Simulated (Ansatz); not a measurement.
# doublet GaSiH4F+ at 6 levels

We compute a comparison of 6 runs (UHF/3-21G, UB3LYP/6-31G*, UBHLYP/def2-SVP, UCAM-B3LYP/def2-SVP, USVWN5/def2-SVP, UBCCD(T)/def2-SVP) of doublet GaSiH4F+. 

The results are computed with Ansatz 0.2.0.

64 further runs of the same task are left out: 64 set aside as unsound or not needed.

## Step 1: The molecule

GaSiH4F+: 7 atoms, total charge +1, spin state doublet. As SMILES of the parent species, `[F][GaH][SiH3]`. Geometry: relaxed at PBE0-D4/def2-TZVP. That shape belongs to the parent species and isn't relaxed for this state.

Bond lengths: F1–Ga2 1.766 Å, Ga2–Si3 2.406 Å, Ga2–H4 1.565 Å, Si3–H5 1.487 Å, Si3–H6 1.487 Å, Si3–H7 1.487 Å. Angles: F1–Ga2–Si3 112.7°, F1–Ga2–H4 112.3°, Si3–Ga2–H4 135.0°, Ga2–Si3–H5 109.4°, Ga2–Si3–H6 111.2°, Ga2–Si3–H7 109.6°, H5–Si3–H6 108.8°, H5–Si3–H7 108.9°, H6–Si3–H7 108.9°.

## Step 2: The energy at UHF/3-21G (run 1)

run.yaml reads:

```yaml
crystal:
  periodic: [false, false, false]
  atoms:
    - {symbol: F, position_ang: [0.231600, -2.152100, 1.342200]}
    - {symbol: Ga, position_ang: [0.019100, -0.400000, 1.279300]}
    - {symbol: Si, position_ang: [-0.029700, 0.450800, -0.970800]}
    - {symbol: H, position_ang: [-0.096900, 0.235400, 2.704700]}
    - {symbol: H, position_ang: [-1.196100, -0.125700, -1.691600]}
    - {symbol: H, position_ang: [-0.144400, 1.933400, -0.983000]}
    - {symbol: H, position_ang: [1.216400, 0.058100, -1.680800]}
basis:
  gaussian: {orbitals: 3-21G-spherical.json}
total_charge: 1
magnetization: {spin_polarized: true, initial_magnetization: 1}
hamiltonian: {xc: hf}
accuracy: high
output: {orbitals: {seedname: orbitals}}
```

The basis set 3-21G is read from a file made from the Basis Set Exchange's data (not shown).

On the command line:

```bash
$ ansatz run run.yaml --threads 1 --pin off --max-ram 3480MiB --events-out events.jsonl --progress --plain --runs-dir runs
```

Standard output:

```text
Warning: RAYON_NUM_THREADS=1 ignored (pool sized by the plan → 1); use --threads N
Functional definition: HF
  name "HF"
  exchange = exact_x
  correlation = 0
994 factors; integrals over basis functions are off by at most 4.1e-9 eV
mean field evaluation 1: about -62638.4355 eV, gradient 3.9e1 eV
mean field evaluation 2: about -62638.4505 eV, gradient 3.9e1 eV
mean field evaluation 4: about -62644.1016 eV, gradient 2.6e0 eV
mean field evaluation 8: about -62644.1903 eV, gradient 1.3e-1 eV
mean field evaluation 16: about -62644.1908 eV, gradient 6.6e-9 eV
mean field evaluation 32: about -62642.7100 eV, gradient 2.6e0 eV
mean field -62644.19080243 eV, -2302.1315502317 hartree, gradient 6.6e-9 eV, S^2 0.788467; 0 other end points of the search recorded, 0 dependent functions left out
reference -62644.19080243 eV, -2302.1315502317 hartree; 29, 28 occupied and 23, 24 virtual orbitals, 994 factors
Total energy: -62644.19080243 eV, -2302.1315502317 hartree
```

Run time: 1.7 s. Hardware: 1 thread of Arm Neoverse V1, shared host; peak memory 0.15 GiB.

## Step 3: A single-point energy at UB3LYP/6-31G(d) (Cartesian functions) (run 2)

input.yaml reads:

```yaml
basis:
  gaussian:
    orbitals: "6-31G*"
crystal:
  periodic: [false, false, false]
  atoms:
    - {symbol: F, position_ang: [0.231600, -2.152100, 1.342200]}
    - {symbol: Ga, position_ang: [0.019100, -0.400000, 1.279300]}
    - {symbol: Si, position_ang: [-0.029700, 0.450800, -0.970800]}
    - {symbol: H, position_ang: [-0.096900, 0.235400, 2.704700]}
    - {symbol: H, position_ang: [-1.196100, -0.125700, -1.691600]}
    - {symbol: H, position_ang: [-0.144400, 1.933400, -0.983000]}
    - {symbol: H, position_ang: [1.216400, 0.058100, -1.680800]}
hamiltonian:
  xc: {name: B3LYP}
total_charge: 1
output: {orbitals: {seedname: orbitals}}
accuracy: high
magnetization:
  spin_polarized: true
  initial_magnetization: 1
```

On the command line:

```bash
$ ansatz run input.yaml --threads 1 --pin off --max-ram 3480MiB --events-out events.jsonl --progress --plain --runs-dir runs
```

Standard output:

```text
Warning: RAYON_NUM_THREADS=1 ignored (pool sized by the plan → 1); use --threads N
Functional definition: B3LYP
  name "B3LYP"
  parameter a0 = 0.2
  parameter ax = 0.72
  parameter ac = 0.81
  exchange = (1 - a0 - ax)*slater_x + ax*b88_x + a0*exact_x
  correlation = (1 - ac)*vwn_rpa_c + ac*lyp_c
1547 factors; integrals over basis functions are off by at most 4.7e-9 eV
mean field evaluation 1: about -63012.0866 eV, gradient 5.5e1 eV
mean field evaluation 2: about -62798.4949 eV, gradient 1.7e2 eV
mean field evaluation 4: about -63021.6031 eV, gradient 1.3e1 eV
mean field evaluation 8: about -63022.3785 eV, gradient 5.8e-1 eV
mean field evaluation 16: about -63022.3806 eV, gradient 1.1e-3 eV
mean field -63022.38056496 eV, -2316.0297676583 hartree, gradient 9.5e-9 eV, S^2 0.758229; 0 other end points of the search recorded, 0 dependent functions left out
reference -63022.38060860 eV, -2316.0297692621 hartree; 29, 28 occupied and 48, 49 virtual orbitals, 1547 factors
Total energy: -63022.38060860 eV, -2316.0297692621 hartree
```

Wall time 14 s (1 thread of Arm Neoverse V1, shared host); peak memory 0.37 GiB.

Runs 3 to 5 aren't shown in full; the table further down has their settings and results.

## Step 4: The energy at UBCCD(T)/def2-SVP (run 6)

molecule.yaml reads:

```yaml
crystal:
  periodic: [false, false, false]
  atoms:
    - {symbol: F, position_ang: [0.231600, -2.152100, 1.342200]}
    - {symbol: Ga, position_ang: [0.019100, -0.400000, 1.279300]}
    - {symbol: Si, position_ang: [-0.029700, 0.450800, -0.970800]}
    - {symbol: H, position_ang: [-0.096900, 0.235400, 2.704700]}
    - {symbol: H, position_ang: [-1.196100, -0.125700, -1.691600]}
    - {symbol: H, position_ang: [-0.144400, 1.933400, -0.983000]}
    - {symbol: H, position_ang: [1.216400, 0.058100, -1.680800]}
basis:
  gaussian:
    orbitals: def2-SVP
total_charge: 1
magnetization:
  spin_polarized: true
  initial_magnetization: 1
correlation:
  method: bccd_t
  frozen_orbitals: {F: 1, Ga: 9, H: 0, Si: 5}
accuracy: high
scf:
  omitted_lower_state_checks: [cluster_reference, increment]
```

On the command line:

```bash
$ ansatz run molecule.yaml --threads 1 --pin off --max-ram 3480MiB --events-out events.jsonl --progress --plain --runs-dir runs
```

Standard output:

```text
Warning: RAYON_NUM_THREADS=1 ignored (pool sized by the plan → 1); use --threads N
[... 4 set-up lines as earlier in the session ...]
these checks for a lower state are left out or cut short: cluster_reference, increment
1714 factors; integrals over basis functions are off by at most 6.6e-9 eV
mean field evaluation 1: about -62938.6547 eV, gradient 4.0e1 eV
mean field evaluation 2: about -62938.7038 eV, gradient 4.0e1 eV
mean field evaluation 4: about -62945.1995 eV, gradient 3.1e0 eV
mean field evaluation 8: about -62945.3534 eV, gradient 2.5e-1 eV
mean field evaluation 16: about -62945.3554 eV, gradient 2.7e-6 eV
mean field evaluation 32: about -62942.0907 eV, gradient 1.3e1 eV
mean field -62945.35539848 eV, -2313.1991449999 hartree, gradient 8.6e-8 eV, S^2 0.788019; 4 other end points of the search recorded, 0 dependent functions left out
15 core orbitals not correlated: weight in the atoms' cores, before any rotation towards them, 1.000 or more for the frozen orbitals, at most 0.000 for the correlated occupied ones
reference -62945.35539848 eV, -2313.1991449999 hartree; 14, 13 occupied and 55, 56 virtual orbitals, 1714 factors
second order -13.25812917 eV of doubles, -0.00000000 eV of singles
cycle   1  -13.11801001 eV  change    1.4e-1 eV  update   1.3e-1
cycle   2  -13.67705023 eV  change   -5.6e-1 eV  update   5.6e-2
cycle   3  -13.84894807 eV  change   -1.7e-1 eV  update   3.5e-2
cycle   4  -13.82838582 eV  change    2.1e-2 eV  update   1.3e-2
cycle   5  -13.81570704 eV  change    1.3e-2 eV  update   8.9e-3
cycle   6  -13.81792058 eV  change   -2.2e-3 eV  update   4.3e-3
cycle   7  -13.81736205 eV  change    5.6e-4 eV  update   2.8e-3
cycle   8  -13.81652681 eV  change    8.4e-4 eV  update   1.3e-3
cycle   9  -13.81609068 eV  change    4.4e-4 eV  update   7.0e-4
cycle  10  -13.81613032 eV  change   -4.0e-5 eV  update   2.4e-4
cycle  11  -13.81590871 eV  change    2.2e-4 eV  update   1.2e-4
cycle  12  -13.81593943 eV  change   -3.1e-5 eV  update   7.2e-5
cycle  13  -13.81591972 eV  change    2.0e-5 eV  update   4.7e-5
cycle  14  -13.81594499 eV  change   -2.5e-5 eV  update   2.7e-5
cycle  15  -13.81595537 eV  change   -1.0e-5 eV  update   1.2e-5
cycle  16  -13.81595971 eV  change   -4.3e-6 eV  update   5.3e-6
cycle  17  -13.81595873 eV  change    9.8e-7 eV  update   2.5e-6
cycle  18  -13.81595671 eV  change    2.0e-6 eV  update   1.5e-6
cycle  19  -13.81595665 eV  change    6.0e-8 eV  update   6.9e-7
cycle  20  -13.81595631 eV  change    3.4e-7 eV  update   3.7e-7
cycle  21  -13.81595634 eV  change   -2.7e-8 eV  update   1.8e-7
cycle  22  -13.81595635 eV  change   -1.5e-8 eV  update   6.8e-8
cycle  23  -13.81595633 eV  change    2.0e-8 eV  update   3.8e-8
cycle  24  -13.81595676 eV  change   -4.2e-7 eV  update   8.9e-8
cycle  25  -13.81595678 eV  change   -2.0e-8 eV  update   3.0e-8
cycle  26  -13.81595678 eV  change   -8.9e-9 eV  update   1.4e-8
cycle  27  -13.81595679 eV  change   -8.2e-9 eV  update   8.3e-9
cycle  28  -13.81595679 eV  change    5.6e-9 eV  update   5.4e-9
cycle  29  -13.81595679 eV  change   -2.0e-9 eV  update   3.3e-9
perturbative correction -0.48165918 eV, -0.0177006483 hartree
Total energy: -62959.65301445 eV, -2313.7245726954 hartree
Checks for a lower state left out: cluster_reference, increment
```

Wall time 77 s (1 thread of Arm Neoverse V1, shared host); peak memory 0.97 GiB.

## Step 5: Overview of the runs

```
run                                level  Cartesian functions  frozen core orbitals   energy (Eh)  HOMO energy (eV)  LUMO energy (eV)   ⟨S²⟩  wall time
  1                            UHF/3-21G                   no                     –  -2302.131550            -18.24             -9.13  0.788      1.7 s
  2  UB3LYP/6-31G* (Cartesian functions)                  yes                     –  -2316.029769            -14.91            -12.44  0.758       14 s
  3                      UBHLYP/def2-SVP                   no                     –  -2315.759860            -16.54            -11.55  0.768       15 s
  4                  UCAM-B3LYP/def2-SVP                   no                     –  -2315.921816            -16.55            -11.30  0.763       17 s
  5                      USVWN5/def2-SVP                   no                     –  -2310.987736            -13.83            -13.09  0.752      6.9 s
  6                    UBCCD(T)/def2-SVP                   no                    15  -2313.724573                 –                 –  0.788       77 s
```

## Step 6: Summary of results

| quantity | value |
| --- | --- |
| run 6: total energy | -2313.72457 Eh |
| run 6: correlation energy (15 core orbitals frozen) | -525.4 mEh |
| run 6: (T) correction | -17.70 mEh |
| run 6: ⟨S²⟩ of the reference determinant | 0.788 |

**Reading.** Totals of different functionals can't be ranked against each other. All runs together took 2.2 min, the longest 77 s.
